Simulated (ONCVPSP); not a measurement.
**An ONCV potential for antimony, from input to tests**

Do these settings give a usable potential? It is generated, then checked for transferability, scattering, ghosts and hardness.

The numbers are computed with ONCVPSP 4.0.1 (PBE, non-relativistic, spin-unpolarised reference atom).

## (1) The atom and the settings

Typed settings, in words:

```json
{
  "element": "antimony (Sb, Z = 51)",
  "type": "optimised norm-conserving Vanderbilt (ONCV)",
  "frozen core": "[Kr]",
  "valence charge": "15",
  "reference configuration": "4d10 5s1 5p4",
  "partial waves": "5s: rc 1.60 bohr, ncon 3, nbas 6, qcut 3.2 1/bohr, 2 projectors, debl 1.8 Ha; 5p: rc 1.80 bohr, ncon 4, nbas 7, qcut 5.2 1/bohr, 2 projectors, debl 2.15 Ha; 4d: rc 0.95 bohr, ncon 4, nbas 8, qcut 8.9 1/bohr, 1 projector; f scattering state at 0.36 Ha: rc 1.70 bohr, ncon 4, nbas 8, qcut 7.5 1/bohr, 2 projectors, debl 2.6 Ha",
  "local potential": "polynomial inside 0.70 bohr (lpopt 5, dvloc0 2 Ha)",
  "core correction": "polynomial model core, fcfact 0.75"
}
```

The outer shells as boxes (Hund's rule for the drawing; the calculation is spin-unpolarised):

```
[Kr] core
4d [↑↓][↑↓][↑↓][↑↓][↑↓]
5s [↑ ]
5p [↑↓][↑ ][↑ ]
```

An earlier all-electron run gives the scale for the radii.

All-electron outer shells of the reference configuration (PBE, non-relativistic, ld1.x):

```tsv
shell	level (eV)	outermost node (bohr)	outermost maximum (bohr)
4s	-139.08	0.41	0.75
4p	-100.68	0.40	0.77
4d	-36.46	0.38	0.84
5s	-12.57	0.98	1.98
5p	-5.41	1.06	2.35
```

## (2) The generation run

Sb.dat reads:

```
# ATOM AND REFERENCE CONFIGURATION
# atsym  z   nc   nv     iexc    psfile
  Sb 51.00    8    3        4      upf
#
#   n    l    f
    1    0    2.00
    2    0    2.00
    2    1    6.00
    3    0    2.00
    3    1    6.00
    3    2   10.00
    4    0    2.00
    4    1    6.00
    4    2   10.00
    5    0    1.00
    5    1    4.00
#
# PSEUDOPOTENTIAL AND OPTIMIZATION
# lmax
    3
#
#   l,   rc,      ep,       ncon, nbas, qcut
    0    1.60    0.00    3    6    3.20
    1    1.80    0.00    4    7    5.20
    2    0.95    0.00    4    8    8.90
    3    1.70    0.36    4    8    7.50
#
# LOCAL POTENTIAL
# lloc, lpopt,  rc(5),   dvloc0
    4    5    0.70    2.00
#
# VANDERBILT-KLEINMAN-BYLANDER PROJECTORs
# l, nproj, debl
    0    2    1.80
    1    2    2.15
    2    1    3.80
    3    2    2.60
#
# MODEL CORE CHARGE
# icmod, fcfact, rcfact
    1    0.75    0.00
#
# LOG DERIVATIVE ANALYSIS
# epsh1, epsh2, depsh
   -3.00    5.00    0.02
#
# OUTPUT GRID
# rlmax, drl
    6.00    0.01
#
# TEST CONFIGURATIONS
# ncnf
    4
# nvcnf
#   n    l    f
    3
    4    2   10.00
    5    0    2.00
    5    1    3.00
#
    3
    4    2   10.00
    5    0    2.00
    5    1    2.00
#
    3
    4    2   10.00
    5    0    2.00
    5    1    1.00
#
    3
    4    2   10.00
    5    0    1.00
    5    1    0.00
#
```

Command:

```bash
oncvpspnr.x < Sb.dat > Sb.out
```

Q: Predict the outcome of this session. Wanted: cutoffs for 1 and 0.1 mHa per electron, occupied waves; bound ghosts; GHOST(+) flags; largest test error; largest phase difference near zero energy, channels read; rms error of d²Exc/dn², without and with the model core.

As calculated:

| quantity | value |
| --- | --- |
| cutoffs for 1 and 0.1 mHa per electron, occupied waves | 77 Ha and 236 Ha |
| bound ghosts | s at -133.18 eV, p at -75.30 eV |
| GHOST(+) flags | s at 29 eV, p at 453 eV |
| largest test error (AE − PS) | -12 meV, for 4d10 5s1 5p0 |
| largest phase difference near zero energy, channels read | 0.002 rad |
| rms error of d²Exc/dn², without and with the model core | 4.85 and 0.17 mHa |

In words: It has a bound ghost (s, p), a state that the atom doesn't have, and that rules the file out. Close by lies the frozen 4s level (-139.1 eV). By total energies transferability is good: the largest error is 12 meV on 84.3 eV, for 4d10 5s1 5p0. Atomic tests can pass in spite of a ghost, since they solve only for the levels asked. It counts as very hard, with 77 Ha needed at the looser tolerance. The tighter tolerance needs 236 Ha, and converged work needs a cutoff nearer that. At the looser tolerance the 4d wave is the slowest; 5s needs 19 Ha. Near zero energy the phases of the channels with partial waves agree within 0.002 rad. The pseudo curves have a pole with no partner nearby in the atom's: p at -2.71 Ha. The program also flags highly localised states, GHOST(+) (s, p).
